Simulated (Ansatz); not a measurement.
# C₃H₈Si: how energies converge with the basis set

How large a basis does C₃H₈Si need? Two functionals are run in growing sets.

Method: one geometry, several basis sets; program: Ansatz 0.2.0, Gaussian basis.

Levels to be run: PBE0-D4/def2-SVP; ωB97M-V/def2-SVP; PBE0-D4/def2-QZVPP; ωB97M-V/def2-QZVPP; the functionals' def2-TZVPP values are taken from earlier runs.

1 further run of the same task is left out (it didn't finish).

**1. Structure used throughout**

An earlier PBE0-D4 in a triple-zeta def2 set relaxation fixed the geometry.

SMILES `C1C[SiH2]C1`, 12 atoms, charge 0, spin multiplicity 1.

Atoms are counted from 1 here; the program's logs count them from 0.

Bond lengths: C1–C2 1.553 Å, C1–C4 1.553 Å, C1–H5 1.093 Å, C1–H6 1.093 Å, C2–Si3 1.884 Å, C2–H7 1.093 Å, C2–H8 1.089 Å, Si3–C4 1.884 Å, Si3–H9 1.491 Å, Si3–H10 1.490 Å, C4–H11 1.093 Å, C4–H12 1.089 Å. Angles: C2–C1–C4 100.8°, C2–C1–H5 114.7°, C2–C1–H6 109.6°, C4–C1–H5 114.7°, C4–C1–H6 109.6°, H5–C1–H6 107.3°, C1–C2–Si3 86.1°, C1–C2–H7 110.9°, C1–C2–H8 116.4°, Si3–C2–H7 111.0°, Si3–C2–H8 122.0°, H7–C2–H8 108.7°, C2–Si3–C4 78.9°, C2–Si3–H9 120.7°, C2–Si3–H10 113.0°, C4–Si3–H9 120.7°, C4–Si3–H10 113.0°, H9–Si3–H10 108.2° and more.

**2. PBE0-D4 in def2-SVP**

in.yaml

```yaml
crystal:
  periodic: [false, false, false]
  atoms:
    - {symbol: C, position_ang: [-0.898518, 0.397071, -0.417822]}
    - {symbol: C, position_ang: [0.390125, 1.148372, 0.016012]}
    - {symbol: Si, position_ang: [0.929840, -0.484445, 0.785884]}
    - {symbol: C, position_ang: [-0.391086, -1.071175, -0.422838]}
    - {symbol: H, position_ang: [-1.328640, 0.735630, -1.364441]}
    - {symbol: H, position_ang: [-1.668490, 0.516389, 0.349380]}
    - {symbol: H, position_ang: [1.007816, 1.396388, -0.851179]}
    - {symbol: H, position_ang: [0.248789, 2.048595, 0.612214]}
    - {symbol: H, position_ang: [2.338887, -0.955682, 0.661272]}
    - {symbol: H, position_ang: [0.518179, -0.621197, 2.211420]}
    - {symbol: H, position_ang: [0.048656, -1.328680, -1.389997]}
    - {symbol: H, position_ang: [-1.118557, -1.836266, -0.155904]}
basis:
  gaussian: {orbitals: def2-SVP}
hamiltonian: {xc: pbe0, dispersion: d4}
output: {orbitals: {seedname: orbitals}}
```

On the command line:

```bash
$ ansatz run in.yaml --threads 2 --pin off --events-out ev --progress --plain --max-ram 4352MiB
```

The runs that follow: ωB97M-V in def2-SVP; PBE0-D4 in def2-QZVPP; ωB97M-V in def2-QZVPP.

Q: Predict the results of all the runs planned. Wanted: PBE0-D4: double and triple zeta above quadruple; ωB97M-V: double and triple zeta above quadruple.

The runs gave:

| quantity | value |
| --- | --- |
| PBE0-D4: double and triple zeta above quadruple | 6.73, 0.45 eV |
| ωB97M-V: double and triple zeta above quadruple | 6.95, 0.43 eV |

In words: PBE0-D4 gains 6.28 eV from double to triple zeta, then 0.45 eV more. Total energies overstate the basis error of differences, where much of it tends to cancel. The LUMO of ωB97M-V is positive and keeps falling with the basis (2.83 to 1.49 eV): an unbound level that the basis holds in place.
